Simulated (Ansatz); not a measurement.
**HfSi (quintet): the correlation ladder, def2-QZVPP**

One table from this session's results is given with a row withheld; the runs are named, their logs left out.

The runs use Ansatz 0.2.0, Gaussian basis; def2-QZVPP, core rule «outside noble gas», up to 9 orbitals frozen.

To be run: UHF; ROHF; CCSD(T) on UHF.

## The geometry

The geometry is a PBE0/def2-TZVP stationary point (not a proven minimum). No spin-orbit coupling is included. Elements past krypton take def2 core potentials.

2 atoms, charge 0, spin multiplicity 5.

Atoms are counted from 1 here; the program's logs count them from 0.

Bond lengths: Hf1–Si2 2.547 Å.

Set-up of the first run:

Contents of in.yaml:

```yaml
crystal:
  periodic: [false, false, false]
  atoms:
    - {symbol: Hf, position_ang: [0.000000, 0.000000, 0.000000]}
    - {symbol: Si, position_ang: [0.000000, 0.000000, 2.547000]}
basis:
  gaussian: {orbitals: "def2-QZVPP.json"}
magnetization: {spin_polarized: true, initial_magnetization: 4}
hamiltonian: {xc: hf}
output: {orbitals: {seedname: orbitals}}
```

Started as:

```sh
$ ansatz run in.yaml --threads 1 --pin off --events-out ev --progress --plain --max-ram 4096MiB --backend cpu
```

Among the steps run: UHF; ROHF; CCSD(T) on UHF.

One of the session's tables, all rows but one given; the rest of the session is left out.

```
  method  from UCCSD(T) (kcal/mol)
    ROHF                   +122.27
     UHF                   +108.53
    UMP2                         ?
   UCCSD                     +7.75
UCCSD(T)                         0
```

**Question.** Estimate the row for UMP2.

As computed: from UCCSD(T) (kcal/mol): +26.48. In the column «from UCCSD(T) (kcal/mol)» it lies between UCCSD (+7.75) and UHF (+108.53).
